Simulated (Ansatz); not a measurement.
**BH4Br (built from SMILES B.Br): search for a transition state**

Wanted: the transition state of a four-centre ligand exchange (form B1–Br6, H2–H5 and break B1–H2, H5–Br6). The guess is relaxed with those distances held, a saddle search follows, and vibrations and two downhill relaxations check it.

Method: PBE0-D4, def2-SVP first, then def2-TZVP; program: Ansatz 0.2.0, Gaussian basis.

31 further runs of the same task are left out: 31 set aside as unsound or not needed.

### 1 The starting structure

The guess: 6 atoms, charge 0, spin multiplicity 1.

Atoms are counted from 1 here; the program's logs count them from 0.

Bond lengths: B1–H3 1.162 Å, B1–H4 1.161 Å, B1–H5 1.359 Å. Angles: H3–B1–H4 125.6°, H3–B1–H5 117.0°, H4–B1–H5 117.2°.

Geometry (Å):

```xyz
6
charge 0, multiplicity 1
B     0.3417    0.0520   -0.3432
H    -1.1340    0.1312   -0.6684
H     0.8109    1.1095   -0.4484
H     0.7750   -0.9276   -0.7919
H    -0.8720   -0.0269    0.2622
Br    0.0783   -0.3383    1.9897
```

Distances that are to change: B1–Br6 2.38 Å, H2–H5 0.98 Å, B1–H2 1.51 Å, H5–Br6 2.00 Å.

### 2 Constrained relaxation of the guess

Input file hold/in.yaml:

```yaml
crystal:
  periodic: [false, false, false]
  atoms:
    - {symbol: B, position_ang: [0.341700, 0.052000, -0.343200]}
    - {symbol: H, position_ang: [-1.134000, 0.131200, -0.668400]}
    - {symbol: H, position_ang: [0.810900, 1.109500, -0.448400]}
    - {symbol: H, position_ang: [0.775000, -0.927600, -0.791900]}
    - {symbol: H, position_ang: [-0.872000, -0.026900, 0.262200]}
    - {symbol: Br, position_ang: [0.078300, -0.338300, 1.989700]}
basis:
  gaussian: {orbitals: def2-SVP}
hamiltonian: {xc: pbe0, dispersion: d4}
relax: {f_tol: 0.08, max_steps: 120, escape_saddle: false, constraints: [{distance: [0, 5]}, {distance: [1, 4]}, {distance: [0, 1]}, {distance: [4, 5]}]}
```

The command line of these runs was not kept.

The runs that follow: Saddle search in the small basis; Saddle search in triple zeta; Checking the order of the point; Relaxing after a step of 0.30 Å one way along the mode; Relaxing after a step of 0.30 Å the other way along the mode.

Q: Predict the outcome of this session. Wanted: imaginary mode; barrier from the start side; barrier from the end side; energy of the step; pairs that change; zero-point energy at the saddle.

The runs gave:

| quantity | value |
| --- | --- |
| imaginary mode | 315i cm⁻¹ |
| barrier from the start side | 21.2 kJ/mol |
| barrier from the end side | 72.5 kJ/mol |
| energy of the step | -51.2 kJ/mol |
| pairs that change | B1–Br6 tightened, H2–H5 formed, B1–H2 broken, H5–Br6 broken |
| zero-point energy at the saddle | 0.962 eV |

**Reading.** One imaginary mode, 315i cm⁻¹, makes this a first-order saddle. It joins the planned start and end. At PBE0-D4/def2-TZVP the electronic barrier is 21.2 kJ/mol, about 9 kT at 298 K, and the step runs 51.2 kJ/mol downhill. A step off the saddle overshot and began above it in energy, so the link to its end is likely but not proven. Lower complexes than these ends may exist.
